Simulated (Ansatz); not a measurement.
Predict the output of the script below (Ansatz 0.2.0, Python API).

The script, `edit_znpt.py`:
```python
"""Editing single keys of the input for ZnPt."""

import ansatz as az
import pandas as pd

crystal = (
    az.Lattice.of((2.864, 0.0, 0.0), (0.0, 2.864, 0.0), (0.0, 0.0, 3.51))
    .atom("Zn", (0.5, 0.5, 0.5))
    .atom("Pt", (0.0, 0.0, 0.0))
)

model = (
    crystal.calculation()
    .functional("pbesol")
    .pseudopotentials("paw")
    .kpoints(9, 9, 7)  # sampling of the Brillouin zone
    .occupations("fermi_dirac", width=150 * az.meV)  # the run then minimises F = E - TS
    .band_table()  # levels at the mesh points
)
typed = model.input()
rows = []
for value in [4, 6, 9]:
    edited = typed.set(az.key.basis.ecutrho_ratio, value)
    summary = az.Session.from_dict(edited).plan().execute().report
    rows.append((value, summary["free_energy_ev"], summary["n_iterations"], len(summary["eigenvalues_ev"][0]) if "eigenvalues_ev" in summary else 0))
print(pd.DataFrame(rows, columns=["density ratio", "F eV", "iterations", "bands listed"]).round(4).to_string(index=False))
```

```console
$ python edit_znpt.py
DeckWarning: basis.ecutwfc = 420 eV, auto-derived from the records' recommended cutoffs: set by Zn (normal level)
 density ratio        F eV  iterations  bands listed
             4 -15665.8629           6            19
             6 -15665.8629           6            19
             9 -15665.8629           6            19
```
(Warnings from the package without file and line, repeats left out.)

Reading the output:
- Absolute energies stand on the zero of these potentials, so only differences at equal settings mean something. A total without «per atom» is that of the cell as typed.
- No spin polarisation was allowed.
- For a metal this k-point mesh is coarse: on a finer one energies can move by several to tens of meV an atom and pressures by half a GPa or more, differences at one mesh by less.
- A Fermi-Dirac width this large means warm electrons, whose thermal share enters the free energy.
- Spin-orbit coupling, which matters for elements this heavy, is left out.
- The starting cell is as deposited in a crystallographic database; the results hold for this polymorph, which needn't be the stable one.
- Hardware and time: 6 s on 1 thread of Arm Neoverse V1, with other jobs on the host, peak memory 0.44 GiB.

(Lines on the test bed's own set-up are left out of the output.)
